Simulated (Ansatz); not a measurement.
# LaAgO3 (Pm-3m): scan of the energy under strain from a Python script

The task is a scan of the energy under strain, for LaAgO3 (Pm-3m).

Computed with the Python package of Ansatz 0.2.0. Level of theory: DFT PBEsol, plane waves, PAW.

## (1) Starting point

Symmetry: Pm-3m, No. 221, cubic system. Conventional cell: a = 4.108 Å, b = 4.108 Å, c = 4.108 Å, α = 90.00°, β = 90.00°, γ = 90.00°. La (site symmetry m-3m) is surrounded by 12 O at 2.91 Å. Around Ag (site symmetry m-3m) lie 6 O at 2.05 Å. O (site symmetry 4/mmm) has 2 Ag at 2.05 Å and 4 La at 2.91 Å as nearest neighbours.

No structure file is read: the coordinates are typed or built in the script.

## (2) The script

Input file strain_laago3.py:

```python
"""A uniaxial strain scan of LaAgO3."""

import ansatz as az
import numpy as np

VECTORS = np.array([
    [4.108444, 0.0, 0.0],
    [0.0, 4.108444, 0.0],
    [0.0, 0.0, 4.108444],
])
SITES = [
    ("La", (0.5, 0.5, 0.5)),
    ("Ag", (0.0, 0.0, 0.0)),
    ("O", (0.5, 0.0, 0.0)),
    ("O", (0.0, 0.5, 0.0)),
    ("O", (0.0, 0.0, 0.5)),
]


def on_lattice(cell):
    crystal = az.Crystal(lattice=az.Lattice.of(cell))
    for symbol, position in SITES:
        crystal = crystal.atom(symbol, position)
    return crystal


def main() -> None:
    # clamped ions: the fractional positions stay as typed
    values = np.linspace(-0.05, 0.05, 5)
    energies = []
    for d in values:
        strain = np.diag([0, 0, d])
        cell = VECTORS @ (np.eye(3) + strain)
        model = on_lattice(cell).calculation()
        model = model.functional("pbesol")
        model = model.pseudopotentials("paw")
        model = model.occupations("methfessel_paxton", width=0.1)
        model = model.basis(520).kpoints(9, 9, 9)
        report = model.run().report
        energies.append(report["free_energy_ev"] / len(SITES))
        print(f"d = {d:+.4f}  F = {energies[-1]:.5f} eV/atom")
    energies = np.array(energies)

    for value, e in zip(values, energies):
        print(f"strain {value:7.3f}   E - Emin = {1000 * (e - energies.min()):9.3f} meV/atom")
    np.savetxt("strain.csv", np.column_stack([values, energies]), fmt="%.6f", delimiter=",", header="strain,energy_eV_per_atom")
    curvature = 2 * np.polyfit(values, energies, 3)[1]
    volume = abs(np.linalg.det(VECTORS)) / len(SITES)
    print(f"d2E/dd2 over the volume: {curvature / volume * 160.21766:.1f} GPa")


if __name__ == "__main__":
    main()
```

## (3) The input behind the calls

The package turns the script's settings into the engine's input (first run):

```yaml
crystal:
  lattice:
    - [4.108444, 0.0, 0.0]
    - [0.0, 4.108444, 0.0]
    - [0.0, 0.0, 3.9030218000000003]
  atoms:
    - { symbol: La, position: [0.5, 0.5, 0.5] }
    - { symbol: Ag, position: [0.0, 0.0, 0.0] }
    - { symbol: O, position: [0.5, 0.0, 0.0] }
    - { symbol: O, position: [0.0, 0.5, 0.0] }
    - { symbol: O, position: [0.0, 0.0, 0.5] }
basis:
  ecutwfc: 520.0
kpoints:
  mp_grid:
    grid: [9, 9, 9]
hamiltonian:
  xc: pbesol
  pseudopotentials:
    kind: paw
scf:
  occupations:
    method: methfessel_paxton
    width: 0.1
```

## (4) The run

The run is started by

```bash
python strain_laago3.py
```

**Question.** How much energy does this uniaxial strain cost, and what curvature follows?

**Answer**, as computed:

```
                  quantity           value
curvature under the strain       249.6 GPa
             runs compared               5
           range of energy  66.04 meV/atom
      lowest point, strain          -0.025
```

**Reading.** Against the unstrained cell the energy per atom changes by -2.14 meV at one end of the scan and +55.97 meV at the other, and its second derivative over the volume is 249.6 GPa. Caveats:
- The curvature belongs to this strain pattern and to the cell's stress; it equals a single elastic constant only for simple patterns.
- In a metal a curvature from energy changes of a few meV or less hangs on mesh and smearing, in size and even in sign.
- The structure comes from a database of computed cells and needn't be a stable or known phase.
- The ions keep their fractional positions (clamped ions).
